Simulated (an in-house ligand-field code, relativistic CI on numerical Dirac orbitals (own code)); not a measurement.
# d7 in a ligand field: terms for several parameter sets

Aim: the terms of a d7 shell from Racah B and C and the field, by exact diagonalisation.

Method: parametric ligand-field model of a d^n configuration (Racah B and C, spin-orbit zeta, crystal field), exact diagonalisation. Code: an in-house ligand-field code version 1.

## Step 1: What is computed

- shell: d7
- set 1 (cm⁻¹): B = 400, C = 2060, D3d, 10Dq = 22300, Dsigma = 300, Dtau = 100
- set 2 (cm⁻¹): B = 330, C = 1180, Oh, 10Dq = 8500
- set 3 (cm⁻¹): B = 780, C = 3270, Oh, 10Dq = 3250
- set 4 (cm⁻¹): B = 770, C = 2710, D4h, 10Dq = 29800, Ds = -1500, Dt = -230
- set 5 (cm⁻¹): B = 980, C = 4280, D4h, 10Dq = 17250, Ds = -1500, Dt = -50
- set 6 (cm⁻¹): B = 1120, C = 5220, D3d, 10Dq = 13800, Dsigma = -580, Dtau = 100
- set 7 (cm⁻¹): B = 600, C = 2600, Td, 10Dq = -6800
- set 8 (cm⁻¹): B = 590, C = 2370, Oh, 10Dq = 3250

## Step 2: Set 1

Settings of the run:

```ini
n = 7
racah_B = 400  # cm-1
racah_C = 2060  # cm-1
zeta = 0  # cm-1
symmetry = D3d
field = {"10Dq": 22300, "Dsigma": 300, "Dtau": 100}  # cm-1
```

## Step 3: Set 2

Settings of the run:

```ini
n = 7
racah_B = 330  # cm-1
racah_C = 1180  # cm-1
zeta = 0  # cm-1
symmetry = Oh
field = {"10Dq": 8500}  # cm-1
```

## Step 4: Set 3

Settings of the run:

```ini
n = 7
racah_B = 780  # cm-1
racah_C = 3270  # cm-1
zeta = 0  # cm-1
symmetry = Oh
field = {"10Dq": 3250}  # cm-1
```

## Step 5: Set 4

Settings of the run:

```ini
n = 7
racah_B = 770  # cm-1
racah_C = 2710  # cm-1
zeta = 0  # cm-1
symmetry = D4h
field = {"10Dq": 29800, "Ds": -1500, "Dt": -230}  # cm-1
```

## Step 6: Set 5

Settings of the run:

```ini
n = 7
racah_B = 980  # cm-1
racah_C = 4280  # cm-1
zeta = 0  # cm-1
symmetry = D4h
field = {"10Dq": 17250, "Ds": -1500, "Dt": -50}  # cm-1
```

## Step 7: Set 6

Settings of the run:

```ini
n = 7
racah_B = 1120  # cm-1
racah_C = 5220  # cm-1
zeta = 0  # cm-1
symmetry = D3d
field = {"10Dq": 13800, "Dsigma": -580, "Dtau": 100}  # cm-1
```

## Step 8: Set 7

Settings of the run:

```ini
n = 7
racah_B = 600  # cm-1
racah_C = 2600  # cm-1
zeta = 0  # cm-1
symmetry = Td
field = {"10Dq": -6800}  # cm-1
```

## Step 9: Set 8

Settings of the run:

```ini
n = 7
racah_B = 590  # cm-1
racah_C = 2370  # cm-1
zeta = 0  # cm-1
symmetry = Oh
field = {"10Dq": 3250}  # cm-1
```

(Steps that only read results are left out.)

**Question.** What will these runs give? Wanted: lowest terms; sets at their largest spin, of those that allow S over 1.

As calculated:

| set | 10Dq/B (size) | lowest | S | electrons in z² and x²-y² | first level of the same spin (cm⁻¹) |
| --- | --- | --- | --- | --- | --- |
| 1: D3d | 55.8 | 2E | 0.50 | 1.02 | 2E 20622 |
| 2: Oh | 25.8 | 2E | 0.50 | 1.03 | 2T1 7702 |
| 3: Oh | 4.2 | 4T1 | 1.50 | 2.13 | 4T2 2723 |
| 4: D4h | 38.7 | 2B1 | 0.50 | 1.01 | 2A1 7006 |
| 5: D4h | 17.6 | 4E | 1.50 | 2.03 | 4A2 3564 |
| 6: D3d | 12.3 | 4E | 1.50 | 2.08 | 4A2 12 |
| 7: Td | 11.3 | 4A2 | 1.50 | 4.00 | 4T2 6800 |
| 8: Oh | 5.5 | 4T1 | 1.50 | 2.11 | 4T2 2754 |

```
                                                quantity                                                       value
                                            lowest terms  1: 2E, 2: 2E, 3: 4T1, 4: 2B1, 5: 4E, 6: 4E, 7: 4A2, 8: 4T1
sets at their largest spin, of those that allow S over 1                                               3, 5, 6, 7, 8
```

What this shows: 5 of 8 sets have the highest spin that their shell allows, S = 3/2. A negative 10Dq stands for a tetrahedral field. B, C and the field are free parameters here, not those of a compound.
